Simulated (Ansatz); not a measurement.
# NbTe: relaxation of cell and atoms with HSE06

NbTe:

```
CELL_PARAMETERS angstrom
3.70297 0.00000 0.00000
-1.85149 3.20687 0.00000
0.00000 0.00000 3.69421
ATOMIC_POSITIONS crystal
Te 0.66667 0.33333 0.00000
Nb 0.00000 0.00000 0.50000
```

The cell comes from a database or a generator and needn't be the stable form of this composition.

```yaml
Program: Ansatz 0.2.0
Task: relaxation of cell and atoms
Functional: HSE06
Potentials_or_basis: Ansatz PAW
Cutoff: "420 eV (not typed: the program's choice for these potentials)"
k_mesh: 4 × 4 × 4
Occupations: fermi-dirac, width 0.05 eV
Spin: no spin polarisation
```

```json
{"Relaxed volume": "21.14 Å³/atom", "Relaxed cell": "a = 3.677 Å, b = 3.677 Å, c = 3.612 Å, α = 90.00°, β = 90.00°, γ = 120.00°", "Space group after relaxing (to 0.05 Å)": "P-6m2 (No. 187)", "Energy gained by relaxing": "15.6 meV/atom", "Ionic steps": "5", "Pressure after relaxing": "0.0 GPa", "Band gap on the k mesh": "none (metal or under the smearing width)"}
```

The path:
```csv
step,energy change (eV),largest force (eV/Å),volume (Å³)
1,0.0000,0.0000,43.87
2,-0.0310,0.0000,42.52
3,-0.0313,0.0000,42.16
4,-0.0316,0.0000,42.28
5,-0.0313,0.0000,42.28
```

Final structure:
```
Te Nb
1.0
     3.67672    0.00000    0.00000
    -1.83836    3.18413    0.00000
     0.00000    0.00000    3.61166
Te Nb
1 1
Direct
  0.66667 0.33333 0.00000
  0.00000 0.00000 0.50000
```

Levels at points of the mesh, in eV from the Fermi level:
```
             k point  band 11  band 12  band 13  band 14  band 15  band 16  band 17  band 18
  (0.00, 0.00, 0.00)    -3.95    -3.95    -3.54    -2.59     0.36     0.36     2.96     2.96
 (0.00, 0.00, -0.50)    -8.78    -3.24    -3.24    -1.28    -1.28     1.29     1.99     1.99
 (0.00, -0.50, 0.00)    -8.40    -4.43    -3.19    -3.17    -0.10     1.63     2.01     3.69
(0.00, -0.50, -0.50)    -7.02    -6.82    -5.12    -1.76     1.52     1.99     2.38     3.49
```

Run time: 83 s on 1 × NVIDIA H100 80GB HBM3 with 2 threads of AMD EPYC 7R13 Processor (Zen 3) (shared host), peak memory 1.8 GiB.

Caveat: the k mesh is coarse (spacing up to 0.49 Å⁻¹), so the values aren't converged, least of all with exact exchange; the plane-wave basis is chosen anew once the cell has moved, so the energies of steps on either side of that aren't comparable; the PAW data sets come from PBE, with cores solved anew for the run's functional, which leaves a small shift of forces and pressure. Spin-orbit coupling is left out, which matters for the levels of Te.
